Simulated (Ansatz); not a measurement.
# P: an axial (c/a) deformation path

Aim: for P, look for other minima along an axial (c/a) path.

Method: DFT r2SCAN, scalar-relativistic, plane waves, PAW, in Ansatz 0.2.0.

## 1. The starting structure

Symmetry: Pmna, No. 53, orthorhombic system. The conventional cell has a = 3.284 Å, b = 34.857 Å, c = 4.632 Å, α = 90.00°, β = 90.00°, γ = 90.00°. P (site symmetry m) has 3 P at 2.20 to 2.24 Å in its first shell of neighbours.

As a file:

```cif
data_structure
_symmetry_space_group_name_H-M 'P 1'
_symmetry_Int_Tables_number 1
_cell_length_a 3.2837
_cell_length_b 34.8570
_cell_length_c 4.6321
_cell_angle_alpha 90.000
_cell_angle_beta 90.000
_cell_angle_gamma 90.000
_cell_volume 530.19
loop_
_atom_site_label
_atom_site_type_symbol
_atom_site_fract_x
_atom_site_fract_y
_atom_site_fract_z
_atom_site_occupancy
P1 P 0.00000 0.97026 0.59215 1
P2 P 0.00000 0.02974 0.40785 1
P3 P 0.50000 0.02974 0.09215 1
P4 P 0.50000 0.97026 0.90785 1
```

It goes back to an entry of the Materials Project, which need not be the stable form.

No relaxation comes first: the listed cell is the starting point.

## 2. The reference cell

Reference values: F = -3036.5203 eV; pressure 0.10 GPa; largest force 0.106 eV/Å; gap on the mesh 1.10 eV. It was computed beforehand with the settings of the runs below.

## 3. The scan: an axial (c/a) deformation path

At fixed volume and fractional coordinates, lengths along (0.000, 0.000, 1.000) are scaled against those across it; ρ is that ratio over its starting value.

## 4. Point ρ = 0.850

Input file input.yaml:

```yaml
crystal:
  lattice:
    - [3.4665236214, 0.0, 0.0]
    - [0.0, 36.7974240259, 0.0]
    - [0.0, 0.0, 4.15644888]
  atoms:
    - { symbol: P, position: [0.0, 0.97026143, 0.59215072] }
    - { symbol: P, position: [0.0, 0.02973857, 0.40784928] }
    - { symbol: P, position: [0.5, 0.02973857, 0.09215072] }
    - { symbol: P, position: [0.5, 0.97026143, 0.90784928] }
basis:
  ecutwfc: 500
kpoints:
  mp_grid: { grid: [10, 1, 8] }
hamiltonian:
  xc: r2scan
scf:
  occupations: { method: gaussian, width: 0.05 }
output:
  forces: true
  stress: true
  eigenvalues: true
```

Launch:

```console
> ansatz run input.yaml --threads 1 --pin off --max-ram 2560MiB --backend cpu --events-out ev --progress --plain --runs-dir out
```

## 5. Point ρ = 1.200

Changes to input.yaml since step 4:

```diff
@@ -2,5 +2,5 @@
   lattice:
-    - [3.4665236214, 0.0, 0.0]
-    - [0.0, 36.7974240259, 0.0]
-    - [0.0, 0.0, 4.15644888]
+    - [3.0901060936, 0.0, 0.0]
+    - [0.0, 32.8017220214, 0.0]
+    - [0.0, 0.0, 5.2307503211]
   atoms:
```

## 6. At ρ = 0.920

Changes to input.yaml since step 5:

```diff
@@ -2,5 +2,5 @@
   lattice:
-    - [3.0901060936, 0.0, 0.0]
-    - [0.0, 32.8017220214, 0.0]
-    - [0.0, 0.0, 5.2307503211]
+    - [3.3762753915, 0.0, 0.0]
+    - [0.0, 35.8394318856, 0.0]
+    - [0.0, 0.0, 4.3816233729]
   atoms:
```

## 7. Point ρ = 1.100

Changes to input.yaml since step 6:

```diff
@@ -2,5 +2,5 @@
   lattice:
-    - [3.3762753915, 0.0, 0.0]
-    - [0.0, 35.8394318856, 0.0]
-    - [0.0, 0.0, 4.3816233729]
+    - [3.1810432758, 0.0, 0.0]
+    - [0.0, 33.7670274454, 0.0]
+    - [0.0, 0.0, 4.9359598279]
   atoms:
```

## 8. At ρ = 0.960

Changes to input.yaml since step 7:

```diff
@@ -2,5 +2,5 @@
   lattice:
-    - [3.1810432758, 0.0, 0.0]
-    - [0.0, 33.7670274454, 0.0]
-    - [0.0, 0.0, 4.9359598279]
+    - [3.3287158819, 0.0, 0.0]
+    - [0.0, 35.3345839079, 0.0]
+    - [0.0, 0.0, 4.5077239787]
   atoms:
```

## 9. Point ρ = 1.050

Changes to input.yaml since step 8:

```diff
@@ -2,5 +2,5 @@
   lattice:
-    - [3.3287158819, 0.0, 0.0]
-    - [0.0, 35.3345839079, 0.0]
-    - [0.0, 0.0, 4.5077239787]
+    - [3.2307551065, 0.0, 0.0]
+    - [0.0, 34.2947224833, 0.0]
+    - [0.0, 0.0, 4.7852286295]
   atoms:
```

## 10. Point ρ = 0.800

Changes to input.yaml since step 9:

```diff
@@ -2,5 +2,5 @@
   lattice:
-    - [3.2307551065, 0.0, 0.0]
-    - [0.0, 34.2947224833, 0.0]
-    - [0.0, 0.0, 4.7852286295]
+    - [3.5372884563, 0.0, 0.0]
+    - [0.0, 37.5485983782, 0.0]
+    - [0.0, 0.0, 3.9918095946]
   atoms:
@@ -22 +22,5 @@
   eigenvalues: true
+  write_density: true
+  write_potential: true
+  elf: true
+  volumetric_format: npy
```

## 11. At ρ = 1.300

Changes to input.yaml since step 10:

```diff
@@ -2,5 +2,5 @@
   lattice:
-    - [3.5372884563, 0.0, 0.0]
-    - [0.0, 37.5485983782, 0.0]
-    - [0.0, 0.0, 3.9918095946]
+    - [3.0087494347, 0.0, 0.0]
+    - [0.0, 31.9381146157, 0.0]
+    - [0.0, 0.0, 5.5174540868]
   atoms:
@@ -22,5 +22 @@
   eigenvalues: true
-  write_density: true
-  write_potential: true
-  elf: true
-  volumetric_format: npy
```

(Steps that only read results are left out.)

What does the calculation give? Wanted: highest point.

As calculated:

| quantity | value |
| --- | --- |
| highest point | 333.9 meV/atom at ρ = 1.300 |

**Reading.** The undisturbed cell stays the lowest of the sampled points. No sampled point inside the path is a dip, apart from those named. The gap on the mesh, 1.10 eV at the start, reads zero at ρ = 0.800. The cell holds empty space of several Å, a single layer or slab in vacuum, so volume, pressure and the long edge depend on that space.
